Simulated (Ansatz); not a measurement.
## CsNiN: relaxation of cell and atoms with PBE

The system is CsNiN.

```
Cs Ni N
1.0
     5.53697    0.00000    0.00000
    -2.76848    4.79515    0.00000
     0.00000    0.00000    3.44666
Cs Ni N
1 1 1
Direct
  0.66667 0.33333 0.50000
  0.33333 0.66667 0.00000
  0.33333 0.66667 0.50000
```

The cell comes from a database or a generator and needn't be the stable form of this composition.

```yaml
Program: Ansatz 0.2.0
Task: relaxation of cell and atoms
Functional: PBE
Potentials_or_basis: Ansatz PAW
Cutoff: "420 eV (not typed: the program's choice for these potentials)"
k_mesh: 6 × 6 × 8
Occupations: fermi-dirac, width 0.05 eV
Spin: collinear spin, ferromagnetic start
Starting_moments: "[0.0, 1.0, 0.0] μB"
Target_pressure: 5 GPa
Target_pressure_GPa: 5
```

```json
{"Relaxed volume": "25.78 Å³/atom", "Relaxed cell": "a = 5.120 Å, b = 5.120 Å, c = 3.406 Å, α = 90.00°, β = 90.00°, γ = 120.00°", "Space group after relaxing (to 0.05 Å)": "P-6m2 (No. 187)", "Energy change on relaxing (the enthalpy is what falls)": "+64.3 meV/atom", "Ionic steps": "8", "Pressure after relaxing": "5.0 GPa", "Band gap on the k mesh": "none (metal or under the smearing width)", "Net moment": "0.00 μB per cell", "Absolute moment": "0.00 μB per cell"}
```

The path:
```tsv
step	energy change (eV)	largest force (eV/Å)	volume (Å³)
1	0.0000	0.0000	91.51
2	0.0720	0.0000	82.26
3	0.2270	0.0000	76.18
4	0.1776	0.0000	77.69
5	0.1825	0.0000	77.53
6	0.1873	0.0000	77.53
7	0.1929	0.0000	77.35
8	0.1930	0.0000	77.35
```

Final structure:
```cif
data_structure
_symmetry_space_group_name_H-M 'P 1'
_symmetry_Int_Tables_number 1
_cell_length_a 5.1204
_cell_length_b 5.1204
_cell_length_c 3.4065
_cell_angle_alpha 90.000
_cell_angle_beta 90.000
_cell_angle_gamma 120.000
_cell_volume 77.35
loop_
_atom_site_label
_atom_site_type_symbol
_atom_site_fract_x
_atom_site_fract_y
_atom_site_fract_z
_atom_site_occupancy
Cs1 Cs 0.66667 0.33333 0.50000 1
Ni1 Ni 0.33333 0.66667 0.00000 1
N1 N 0.33333 0.66667 0.50000 1
```

Levels at points of the mesh, in eV from the Fermi level:
Spin up:
| k point | band 12 | band 13 | band 14 | band 15 | band 16 | band 17 | band 18 | band 19 | band 20 | band 21 |
| --- | --- | --- | --- | --- | --- | --- | --- | --- | --- | --- |
| (0.00, 0.00, 0.00) | -2.22 | -2.14 | -1.93 | -1.93 | -1.07 | -1.07 | 2.37 | 3.85 | 5.85 | 5.85 |
| (0.00, 0.00, -0.50) | -4.07 | -1.25 | -1.25 | -0.79 | 1.39 | 1.39 | 3.43 | 3.43 | 5.08 | 6.38 |
| (0.00, -0.50, 0.00) | -1.93 | -1.89 | -1.77 | -1.52 | -1.25 | -1.15 | 2.82 | 3.76 | 5.25 | 6.35 |
| (0.00, -0.50, -0.50) | -3.81 | -1.38 | -1.15 | -1.11 | 1.42 | 1.60 | 2.49 | 2.98 | 5.65 | 6.79 |
Spin down:
| k point | band 12 | band 13 | band 14 | band 15 | band 16 | band 17 | band 18 | band 19 | band 20 | band 21 |
| --- | --- | --- | --- | --- | --- | --- | --- | --- | --- | --- |
| (0.00, 0.00, 0.00) | -2.22 | -2.14 | -1.93 | -1.93 | -1.07 | -1.07 | 2.37 | 3.85 | 5.85 | 5.85 |
| (0.00, 0.00, -0.50) | -4.07 | -1.25 | -1.25 | -0.79 | 1.39 | 1.39 | 3.43 | 3.43 | 5.08 | 6.38 |
| (0.00, -0.50, 0.00) | -1.93 | -1.89 | -1.77 | -1.52 | -1.25 | -1.15 | 2.82 | 3.76 | 5.25 | 6.35 |
| (0.00, -0.50, -0.50) | -3.81 | -1.38 | -1.15 | -1.11 | 1.42 | 1.60 | 2.49 | 2.98 | 5.65 | 6.79 |

It took 99 s on 2 threads of Arm Neoverse V2 (shared host), peak memory 0.5 GiB.

Caveat: the volume moved by over 15 % at a fixed basis, so the end points are rough; the plane-wave basis is chosen anew once the cell has moved, so the energies of steps on either side of that aren't comparable; the starting moments weren't kept. With open d or f shells a metallic result of PBE can be an artefact of self-interaction; +U or a hybrid may open a gap.
